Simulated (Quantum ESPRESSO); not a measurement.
# AlSi2Cl (P-6m2) in Quantum ESPRESSO: single point with LDA

Aim: the single point of AlSi2Cl with LDA.

All numbers are computed with Quantum ESPRESSO 7.5; they aren't measurements. Logs are shortened: lines on timing, memory, paths and dates and some standing lists are left out, and cuts for length are marked.

## 1. The crystal as given

The structure is hexagonal, space group P-6m2 (No. 187). Conventional cell: a = 3.803 Å, b = 3.803 Å, c = 4.990 Å, α = 90.00°, β = 90.00°, γ = 120.00°. Around Al (site symmetry -6m2) lie 6 Si at 2.52 Å. Around Si (site symmetry 3m) lie 2 Si at 2.46 to 2.53 Å and 3 Al at 2.52 Å and 3 Cl at 2.53 Å. Around Cl (site symmetry -6m2) lie 6 Si at 2.53 Å.

The cell was built by a generator and needn't be a form met in nature.

## 2. Single point, LDA

The input, pw.in:

```
&CONTROL
  calculation = 'scf'
  prefix = 'pwscf'
  outdir = './tmp'
  pseudo_dir = './pseudo'
  tprnfor = .true.
  tstress = .true.
  disk_io = 'low'
/
&SYSTEM
  ibrav = 0
  celldm(1) = 8
  nat = 4
  ntyp = 3
  ecutwfc = 56
  nbnd = 15
  occupations = 'smearing'
  smearing = 'fd'
  degauss = 0.00367493
/
&ELECTRONS
  conv_thr = 8d-10
  electron_maxstep = 120
  mixing_beta = 0.5
/
ATOMIC_SPECIES
Al    26.9815 Al.upf
Si    28.0850 Si.upf
Cl    35.4500 Cl.upf
CELL_PARAMETERS alat
  0.8982862171802   0.0000000000000   0.0000000000000
 -0.4491431085901   0.7779386829556   0.0000000000000
  0.0000000000000   0.0000000000000   1.1786841102542
ATOMIC_POSITIONS crystal
Al     0.6666666700    0.3333333300    0.5000000000
Si     0.0000000000    0.0000000000    0.7468175900
Si     0.0000000000    0.0000000000    0.2531824100
Cl     0.3333333300    0.6666666700    0.0000000000
K_POINTS automatic
6 6 4 0 0 0
```

The input, relax.in:

```
&CONTROL
  calculation = 'vc-relax'
  prefix = 'pwscf'
  outdir = './tmp'
  pseudo_dir = './pseudo'
  tprnfor = .true.
  tstress = .true.
  disk_io = 'low'
  nstep = 40
  forc_conv_thr = 0.0001
  etot_conv_thr = 1d-06
/
&SYSTEM
  ibrav = 0
  celldm(1) = 8
  nat = 4
  ntyp = 3
  ecutwfc = 56
  nbnd = 15
  occupations = 'smearing'
  smearing = 'fd'
  degauss = 0.00367493
/
&ELECTRONS
  conv_thr = 8d-10
  electron_maxstep = 120
  mixing_beta = 0.5
/
&IONS
  ion_dynamics = 'bfgs'
/
&CELL
  cell_dynamics = 'bfgs'
  press = 0
  press_conv_thr = 0.2
/
ATOMIC_SPECIES
Al    26.9815 Al.upf
Si    28.0850 Si.upf
Cl    35.4500 Cl.upf
CELL_PARAMETERS alat
  0.8982862171802   0.0000000000000   0.0000000000000
 -0.4491431085901   0.7779386829556   0.0000000000000
  0.0000000000000   0.0000000000000   1.1786841102542
ATOMIC_POSITIONS crystal
Al     0.6666666700    0.3333333300    0.5000000000
Si     0.0000000000    0.0000000000    0.7468175900
Si     0.0000000000    0.0000000000    0.2531824100
Cl     0.3333333300    0.6666666700    0.0000000000
K_POINTS automatic
6 6 4 0 0 0
```

The input, scf2.in:

```
&CONTROL
  calculation = 'scf'
  prefix = 'pwscf'
  outdir = './tmp'
  pseudo_dir = './pseudo'
  tprnfor = .true.
  tstress = .true.
  disk_io = 'low'
/
&SYSTEM
  ibrav = 0
  celldm(1) = 8
  nat = 4
  ntyp = 3
  ecutwfc = 56
  nbnd = 15
  occupations = 'smearing'
  smearing = 'fd'
  degauss = 0.00367493
/
&ELECTRONS
  conv_thr = 1d-11
  electron_maxstep = 120
  mixing_beta = 0.5
  startingpot = 'file'
  startingwfc = 'file'
/
ATOMIC_SPECIES
Al    26.9815 Al.upf
Si    28.0850 Si.upf
Cl    35.4500 Cl.upf
CELL_PARAMETERS alat
  0.9888182968826   0.0000000000068   0.0000000000000
 -0.4944091484472   0.8563417648238   0.0000000000000
  0.0000000000000   0.0000000000000   1.1666853493586
ATOMIC_POSITIONS crystal
Al     0.6666666700    0.3333333300    0.5000000000
Si     0.0000000033   -0.0000000033    0.7414724565
Si     0.0000000033   -0.0000000033    0.2585275435
Cl     0.3333333367    0.6666666633    0.0000000000
K_POINTS automatic
6 6 4 0 0 0
```

Potentials or basis: PseudoDojo 0.4.1 SR LDA standard.

On the command line:

```sh
$ OMP_NUM_THREADS=1 pw.x -in pw.in > pw.out
$ OMP_NUM_THREADS=1 pw.x -in relax.in > relax.out
$ OMP_NUM_THREADS=1 pw.x -in scf2.in > scf2.out
```

pw.out:

```text
This program is part of the open-source Quantum ESPRESSO suite
     for quantum simulation of materials; please cite
[... 9 lines left out ...]
     --------------------
     sticks:   dense  smooth     PW     G-vecs:    dense   smooth      PW
     Sum         805     805    241                23865    23865    3925

     Using Slab Decomposition

     bravais-lattice index     =            0
     lattice parameter (alat)  =       8.0000  a.u.
     unit-cell volume          =     421.7232 (a.u.)^3
     number of atoms/cell      =            4
     number of atomic types    =            3
     number of electrons       =        18.00
     number of Kohn-Sham states=           15
     kinetic-energy cutoff     =      56.0000  Ry
     charge density cutoff     =     224.0000  Ry
     scf convergence threshold =      8.0E-10
     mixing beta               =       0.5000
     number of iterations used =            8  plain     mixing
     Exchange-correlation= SLA  PW   NOGX NOGC
                           (   1   4   0   0   0   0   0)

     celldm(1)=   8.000000  celldm(2)=   0.000000  celldm(3)=   0.000000
     celldm(4)=   0.000000  celldm(5)=   0.000000  celldm(6)=   0.000000

     crystal axes: (cart. coord. in units of alat)
               a(1) = (   0.898286   0.000000   0.000000 )
               a(2) = (  -0.449143   0.777939   0.000000 )
               a(3) = (   0.000000   0.000000   1.178684 )

     reciprocal axes: (cart. coord. in units 2 pi/alat)
               b(1) = (  1.113231  0.642724 -0.000000 )
               b(2) = (  0.000000  1.285448  0.000000 )
               b(3) = (  0.000000 -0.000000  0.848404 )

     PseudoPot. # 1 for Al read from file:
     Al.upf
     Pseudo is Norm-conserving + core correction, Zval =  3.0
     Generated using ONCVPSP code by D. R. Hamann
     Using radial grid of 1854 points,  6 beta functions with:
                l(1) =   0
                l(2) =   0
                l(3) =   1
                l(4) =   1
                l(5) =   2
                l(6) =   2

     PseudoPot. # 2 for Si read from file:
     Si.upf
     Pseudo is Norm-conserving + core correction, Zval =  4.0
     Generated using ONCVPSP code by D. R. Hamann
     Using radial grid of 1510 points,  6 beta functions with:
                l(1) =   0
                l(2) =   0
                l(3) =   1
                l(4) =   1
                l(5) =   2
                l(6) =   2

     PseudoPot. # 3 for Cl read from file:
     Cl.upf
     Pseudo is Norm-conserving + core correction, Zval =  7.0
     Generated using ONCVPSP code by D. R. Hamann
     Using radial grid of 1016 points,  6 beta functions with:
                l(1) =   0
                l(2) =   0
                l(3) =   1
                l(4) =   1
                l(5) =   2
                l(6) =   2

     atomic species   valence    mass     pseudopotential
     Al                3.00    26.98150     Al( 1.00)
     Si                4.00    28.08500     Si( 1.00)
     Cl                7.00    35.45000     Cl( 1.00)

     12 Sym. Ops. (no inversion) found

   Cartesian axes

     site n.     atom                  positions (alat units)
         1        Al     tau(   1) = (   0.4491431   0.2593129   0.5893421  )
         2        Si     tau(   2) = (   0.0000000   0.0000000   0.8802620  )
         3        Si     tau(   3) = (   0.0000000   0.0000000   0.2984221  )
         4        Cl     tau(   4) = (  -0.0000000   0.5186258   0.0000000  )

     number of k points=    21  Fermi-Dirac smearing, width (Ry)=  0.0037
                       cart. coord. in units 2pi/alat
        k(    1) = (   0.0000000   0.0000000   0.0000000), wk =   0.0138889
        k(    2) = (   0.0000000   0.0000000   0.2121009), wk =   0.0277778
        k(    3) = (   0.0000000   0.0000000  -0.4242019), wk =   0.0138889
        k(    4) = (   0.0000000   0.2142414   0.0000000), wk =   0.0833333
        k(    5) = (   0.0000000   0.2142414   0.2121009), wk =   0.1666667
        k(    6) = (   0.0000000   0.2142414  -0.4242019), wk =   0.0833333
[... 13 lines left out ...]
        k(   20) = (   0.3710770   0.6427242   0.2121009), wk =   0.0555556
        k(   21) = (   0.3710770   0.6427242  -0.4242019), wk =   0.0277778

     Dense  grid:    23865 G-vectors     FFT dimensions: (  36,  36,  45)

     Initial potential from superposition of free atoms

     starting charge      17.9967, renormalised to      18.0000
     Starting wfcs are   16 randomized atomic wfcs

     Self-consistent Calculation

     iteration #  1     ecut=    56.00 Ry     beta= 0.50
     Davidson diagonalization with overlap
     ethr =  1.00E-02,  avg # of iterations =  5.4

     Threshold (ethr) on eigenvalues was too large:
     Diagonalizing with lowered threshold

     Davidson diagonalization with overlap
     ethr =  6.56E-04,  avg # of iterations =  2.3

     total energy              =     -54.41228196 Ry
     estimated scf accuracy    <       0.12554445 Ry

     iteration #  2     ecut=    56.00 Ry     beta= 0.50
     Davidson diagonalization with overlap
     ethr =  6.97E-04,  avg # of iterations =  2.7

     total energy              =     -54.43925513 Ry
     estimated scf accuracy    <       0.03982892 Ry

     iteration #  3     ecut=    56.00 Ry     beta= 0.50
     Davidson diagonalization with overlap
     ethr =  2.21E-04,  avg # of iterations =  2.0

     total energy              =     -54.44709780 Ry
     estimated scf accuracy    <       0.00243441 Ry

     iteration #  4     ecut=    56.00 Ry     beta= 0.50
     Davidson diagonalization with overlap
     ethr =  1.35E-05,  avg # of iterations =  4.5

     total energy              =     -54.44728998 Ry
     estimated scf accuracy    <       0.00016906 Ry

     iteration #  5     ecut=    56.00 Ry     beta= 0.50
     Davidson diagonalization with overlap
     c_bands:  1 eigenvalues not converged
     ethr =  9.39E-07,  avg # of iterations =  4.9

     total energy              =     -54.44731862 Ry
     estimated scf accuracy    <       0.00000736 Ry

     iteration #  6     ecut=    56.00 Ry     beta= 0.50
     Davidson diagonalization with overlap
     ethr =  4.09E-08,  avg # of iterations =  2.9

     total energy              =     -54.44732150 Ry
     estimated scf accuracy    <       0.00000025 Ry

     iteration #  7     ecut=    56.00 Ry     beta= 0.50
     Davidson diagonalization with overlap
     ethr =  1.37E-09,  avg # of iterations =  3.5

     total energy              =     -54.44732158 Ry
     estimated scf accuracy    <       0.00000006 Ry

     iteration #  8     ecut=    56.00 Ry     beta= 0.50
     Davidson diagonalization with overlap
     ethr =  3.34E-10,  avg # of iterations =  2.0

     total energy              =     -54.44732160 Ry
     estimated scf accuracy    <          7.3E-09 Ry

     iteration #  9     ecut=    56.00 Ry     beta= 0.50
     Davidson diagonalization with overlap
     ethr =  4.08E-11,  avg # of iterations =  2.3

     End of self-consistent calculation

          k = 0.0000 0.0000 0.0000 (  2993 PWs)   bands (ev):

    -9.1685  -1.3330   0.3104   3.2175   3.2175   5.1230   8.0922   8.1282
     8.1282  11.0265  12.0032  12.0032  13.6752  13.6752  14.3418

          k = 0.0000 0.0000 0.2121 (  3004 PWs)   bands (ev):

    -9.1251  -2.1234   1.4830   3.2530   3.2530   4.8298   8.2281   8.3414
     8.3414  10.8078  10.8078  11.4501  12.7333  12.7333  14.0308

          k = 0.0000 0.0000-0.4242 (  2986 PWs)   bands (ev):

    -9.0800  -2.6027   2.5943   3.2896   3.2896   4.2294   8.6725   8.6725
     8.6995   9.9977   9.9977  11.8854  12.0550  12.0550  12.3818

          k = 0.0000 0.2142 0.0000 (  2991 PWs)   bands (ev):

    -9.0128  -1.3685   0.6109   2.1849   2.9411   5.9886   7.1697   7.3723
     8.3527  10.9608  11.3441  11.7128  12.7238  13.3684  14.4707

          k = 0.0000 0.2142 0.2121 (  2994 PWs)   bands (ev):

    -8.9748  -1.8846   0.8077   2.9897   2.9947   5.4609   6.8616   8.2127
     8.2367   9.9389  10.8118  12.1209  13.1979  13.9538  14.3476

          k = 0.0000 0.2142-0.4242 (  3002 PWs)   bands (ev):

    -8.9354  -2.2702   0.9411   3.0511   4.0014   4.7608   6.9777   8.0374
     8.3660  10.3625  10.6430  10.8343  13.1532  13.3124  14.4980

          k = 0.0000 0.4285 0.0000 (  2977 PWs)   bands (ev):

    -8.6607  -1.7608   1.4407   1.7633   2.4904   4.5304   5.6892   7.7708
     8.4736   9.9304  10.5436  10.8718  13.4241  14.6066  16.5497

          k = 0.0000 0.4285 0.2121 (  2982 PWs)   bands (ev):

    -8.6363  -1.5986   0.1040   2.5663   2.9338   4.1510   6.8248   7.3736
     7.7521   9.9854  11.3252  11.3552  13.7611  14.6947  15.3152

          k = 0.0000 0.4285-0.4242 (  2998 PWs)   bands (ev):

    -8.6114  -1.3205  -0.6122   2.6486   2.7105   5.5869   5.7077   7.2539
     8.3592  10.4995  11.2866  11.9441  12.6278  14.7377  15.6922

          k = 0.0000-0.6427 0.0000 (  2994 PWs)   bands (ev):

    -8.4572  -2.1137   2.1774   2.2126   2.2991   3.4425   4.5496   7.6477
     8.4346   9.6090  10.2485  10.9901  14.1945  16.4757  17.2997

          k = 0.0000-0.6427 0.2121 (  2970 PWs)   bands (ev):

    -8.4420  -1.8144   0.7162   1.9032   2.3825   4.0015   6.6612   7.0829
     7.5271   9.6347  11.5308  11.5516  14.2763  15.2019  16.6172

          k = 0.0000-0.6427-0.4242 (  2968 PWs)   bands (ev):

    -8.4266  -1.2315  -0.3394   1.3572   2.4739   5.5109   5.6191   6.9637
     8.9220  10.8750  11.0874  11.6233  12.5863  15.2437  16.6642

          k = 0.1855 0.3214 0.0000 (  2991 PWs)   bands (ev):

    -8.7557  -1.5800   1.1819   1.8373   2.1694   5.8512   6.2991   6.9016
     8.4298   9.1632  11.4149  11.8103  13.0346  14.1367  16.0583

          k = 0.1855 0.3214 0.2121 (  2994 PWs)   bands (ev):

    -8.7273  -1.5869   0.1997   2.2544   3.0955   5.2420   5.9622   7.7489
     8.4145   9.1809  11.4678  12.5422  13.1607  14.1663  14.3916

          k = 0.1855 0.3214-0.4242 (  2998 PWs)   bands (ev):

    -8.6983  -1.6252  -0.1936   2.4149   3.3511   5.4167   5.9630   7.5056
     8.2367  10.5781  11.1847  11.8218  13.0272  14.0227  15.1887

          k = 0.1855 0.5356 0.0000 (  2980 PWs)   bands (ev):

    -8.4622  -1.9593   1.2721   2.0967   2.3928   4.6058   4.9520   6.9811
     8.0104   8.3714  11.9060  12.0205  14.0954  15.6429  17.0390

          k = 0.1855 0.5356 0.2121 (  2978 PWs)   bands (ev):

    -8.4464  -1.6728   0.5991   1.5232   2.4573   4.4941   5.9664   7.2057
     8.0378   9.6400  11.2789  12.2781  14.4837  14.6994  15.9892

          k = 0.1855 0.5356-0.4242 (  2974 PWs)   bands (ev):

    -8.4303  -1.0450  -0.4986   1.7817   1.9572   4.3144   6.7832   7.5797
     8.7641  10.9230  11.0145  11.8206  12.9717  14.8122  15.1441

          k = 0.3711 0.6427 0.0000 (  2976 PWs)   bands (ev):

    -8.3587  -1.9564   0.5710   2.5539   2.7813   4.7000   5.2765   5.4658
     6.9692   9.0319  12.8953  13.2994  13.3605  16.5614  16.7846

          k = 0.3711 0.6427 0.2121 (  2979 PWs)   bands (ev):

    -8.3473  -1.6574   0.8035   1.3059   2.0765   4.0140   6.5307   6.6063
     8.4511   9.2382  11.4384  13.8349  14.1195  14.5783  15.4996

          k = 0.3711 0.6427-0.4242 (  2976 PWs)   bands (ev):

    -8.3358  -1.1250   0.1672   1.1426   1.7328   3.1286   7.9359   7.9938
     9.5441   9.9335  10.7645  11.3511  14.3833  15.3905  15.6926

     the Fermi energy is     8.7560 ev

!    total energy              =     -54.44732160 Ry
     estimated scf accuracy    <          1.3E-10 Ry
     smearing contrib. (-TS)   =      -0.00055067 Ry
     internal energy E=F+TS    =     -54.44677092 Ry

     The total energy is F=E-TS. E is the sum of the following terms:
     one-electron contribution =       7.67100633 Ry
     hartree contribution      =       6.21681775 Ry
     xc contribution           =     -17.63808092 Ry
     ewald contribution        =     -50.69651408 Ry

     convergence has been achieved in   9 iterations

     Forces acting on atoms (cartesian axes, Ry/au):

     atom    1 type  1   force =     0.00000000    0.00000000    0.00000000
     atom    2 type  2   force =     0.00000000   -0.00000000   -0.03090720
     atom    3 type  2   force =     0.00000000    0.00000000    0.03090720
     atom    4 type  3   force =    -0.00000000   -0.00000000    0.00000000

     Total force =     0.043709     Total SCF correction =     0.000013

     Computing stress (Cartesian axis) and pressure

          total   stress  (Ry/bohr**3)                   (kbar)     P=      158.01
   0.00131788  -0.00000000   0.00000000          193.87       -0.00        0.00
  -0.00000000   0.00131788   0.00000000           -0.00      193.87        0.00
  -0.00000000  -0.00000000   0.00058658           -0.00       -0.00       86.29

=------------------------------------------------------------------------------=
   JOB DONE.
=------------------------------------------------------------------------------=
```

Run time: 3.3 min. Hardware: 1 thread of Arm Neoverse V1, shared host; peak memory 0.08 GiB.

What came out:

```
Free energy                            : -741.5075 eV
Relaxed volume                         : 18.74 Å³/atom
Relaxed cell                           : a = 4.186 Å, b = 4.186 Å, c = 4.939 Å, α = 90.00°, β = 90.00°, γ = 120.00°
Space group after relaxing (to 0.05 Å) : P-6m2 (No. 187)
Pressure after relaxing                : 0.1 GPa
Band gap on the k mesh                 : none (metal or under the smearing width)
```

The path:
| step | energy change (eV) | largest force (eV/Å) | pressure (GPa) | volume (Å³) |
| --- | --- | --- | --- | --- |
| 1 | 0.0000 | 0.7947 | 15.80 | 62.49 |
| 2 | -0.4346 | 0.5669 | 7.34 | 67.66 |
| 3 | -0.6503 | 0.1527 | 1.59 | 72.93 |
| 4 | -0.6855 | 0.1051 | -0.22 | 75.19 |
| 5 | -0.6931 | 0.1926 | -0.54 | 75.65 |
| 6 | -0.7012 | 0.2290 | -0.61 | 75.78 |
| 7 | -0.7079 | 0.1444 | -0.37 | 75.51 |
| 8 | -0.7094 | 0.0669 | -0.14 | 75.18 |
| 9 | -0.7098 | 0.0061 | 0.02 | 74.93 |
| 10 | -0.7098 | 0.0022 | 0.01 | 74.94 |
| 11 | -0.7098 | 0.0008 | 0.00 | 74.95 |

Final structure:
```
Al Si Cl
1.0
     4.18608    0.00000    0.00000
    -2.09304    3.62525    0.00000
     0.00000    0.00000    4.93907
Al Si Cl
1 2 1
Direct
  0.66667 0.33333 0.50000
  0.00000 0.00000 0.74147
  0.00000 0.00000 0.25853
  0.33333 0.66667 0.00000
```

Caveat: the k mesh is coarse; the volume moved by over 15 % at a fixed basis, so the end points are rough.
